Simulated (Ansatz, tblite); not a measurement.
**The cluster Sr₆S₅: one state, many levels**

Aim: run the singlet of the cluster Sr₆S₅ at one geometry on many levels, and compare frontier levels, spin and run time.

Computed with Ansatz 0.2.0, Gaussian basis. Level: as each input shows.

Levels to be run: GFN1-xTB, GFN2-xTB, PBE-D4/def2-TZVP, r2SCAN-D4/def2-TZVP, revPBE-D4/def2-TZVP, LDA/def2-TZVP, PBE-D4/def2-SVP, PBE0-D4/def2-SVP, MP2/def2-SVP.

2 further runs of the same task are left out: 2 set aside as unsound or not needed.

## Step 1: The structure

The singlet was relaxed beforehand with PBE-D4/def2-SVP. At that level it is the lowest of the isomers that a small search found.

11 atoms, charge 0, spin multiplicity 1.

Bond lengths: Sr1–S8 2.784 Å, Sr1–S11 2.768 Å, Sr2–S8 2.982 Å, Sr2–S9 2.876 Å, Sr2–S10 2.981 Å, Sr2–S11 3.138 Å, Sr3–S7 2.793 Å, Sr3–S9 2.793 Å, Sr3–S10 2.803 Å, Sr4–S7 2.793 Å, Sr4–S8 2.803 Å, Sr4–S9 2.793 Å, Sr5–S10 2.784 Å, Sr5–S11 2.769 Å, Sr6–S7 2.877 Å, Sr6–S8 2.981 Å, Sr6–S10 2.983 Å, Sr6–S11 3.109 Å. Angles: S8–Sr1–S11 82.9°, S8–Sr2–S9 87.0°, S8–Sr2–S10 103.8°, S8–Sr2–S11 73.7°, S9–Sr2–S10 87.1°, S9–Sr2–S11 148.2°, S10–Sr2–S11 73.7°, S7–Sr3–S9 92.7°, S7–Sr3–S10 92.2°, S9–Sr3–S10 92.3°, S7–Sr4–S8 92.2°, S7–Sr4–S9 92.7°, S8–Sr4–S9 92.3°, S10–Sr5–S11 82.8°, S7–Sr6–S8 87.0°, S7–Sr6–S10 87.0°, S7–Sr6–S11 148.8°, S8–Sr6–S10 103.8° and more.

Sr takes a core potential in the def2 sets. No spin-orbit coupling is included.

PBE0-D4/def2-TZVP was run before; its log isn't repeated, and its numbers join the tables.

## Step 2: GFN1-xTB

Tight binding, by tblite at 300 K electronic temperature and without a spin-polarisation term:

```python
tblite.interface.Calculator('GFN1-xTB', numbers, positions, charge=0, uhf=0).singlepoint()
```

Energy -607.1955 eV, HOMO -7.72 eV, LUMO -7.25 eV; 0.14 s.

## Step 3: GFN2-xTB

Tight binding, by tblite at 300 K electronic temperature and without a spin-polarisation term:

```python
tblite.interface.Calculator('GFN2-xTB', numbers, positions, charge=0, uhf=0).singlepoint()
```

Energy -533.5989 eV, HOMO -8.89 eV, LUMO -8.38 eV; 1.4 s.

## Step 4: PBE-D4/def2-TZVP

start.molden holds the orbitals of an earlier run on this state, given as this run's starting guess.

The input, in.yaml:

```yaml
crystal:
  periodic: [false, false, false]
  atoms:
    - {symbol: Sr, position_ang: [-3.161125, -2.179179, 3.145695]}
    - {symbol: Sr, position_ang: [-2.687626, 1.855344, 2.499748]}
    - {symbol: Sr, position_ang: [-1.939082, 3.575813, -1.075730]}
    - {symbol: Sr, position_ang: [0.466887, 0.864371, 0.181942]}
    - {symbol: Sr, position_ang: [-6.637005, 1.715315, 1.307385]}
    - {symbol: Sr, position_ang: [-3.393699, -0.143010, -0.452946]}
    - {symbol: S, position_ang: [-1.268892, 1.026536, -2.000637]}
    - {symbol: S, position_ang: [-1.354190, -0.674945, 1.655182]}
    - {symbol: S, position_ang: [-0.483162, 3.247892, 1.285173]}
    - {symbol: S, position_ang: [-4.297104, 2.641739, 0.117575]}
    - {symbol: S, position_ang: [-4.962503, -0.288275, 2.227813]}
basis:
  gaussian: {orbitals: def2-TZVP, initial_orbitals: start.molden}
hamiltonian: {xc: pbe, dispersion: d4}
scf: {omitted_lower_state_checks: [starts]}
output: {orbitals: {seedname: orbitals}}
```

Command:

```console
ansatz run in.yaml --threads 4 --pin off --events-out ev --progress --plain --max-ram 6963MiB
```

After this run come: r2SCAN-D4/def2-TZVP; revPBE-D4/def2-TZVP; LDA/def2-TZVP; PBE-D4/def2-SVP; PBE0-D4/def2-SVP; MP2/def2-SVP.

**Question.** What will the summary of the whole plan be? Wanted: gap in def2-TZVP, named functionals, smallest and largest; correlation energy, MP2/def2-SVP; binding an atom, functionals in def2-TZVP; PBE0 total energy, smallest basis above largest.

**Answer**, as computed:

| quantity | value |
| --- | --- |
| gap in def2-TZVP, named functionals, smallest and largest | 0.34 eV (revPBE-D4), 0.89 eV (PBE0-D4) |
| correlation energy, MP2/def2-SVP | -32.50 eV |
| binding an atom, functionals in def2-TZVP | 3.31 (revPBE-D4) to 3.78 eV (LDA) |
| PBE0 total energy, smallest basis above largest | 19.11 eV (def2-SVP, def2-TZVP) |

In words: Over the named functionals in def2-TZVP the gap runs from 0.34 eV (revPBE-D4) to 0.89 eV (PBE0-D4); exact exchange widens it.
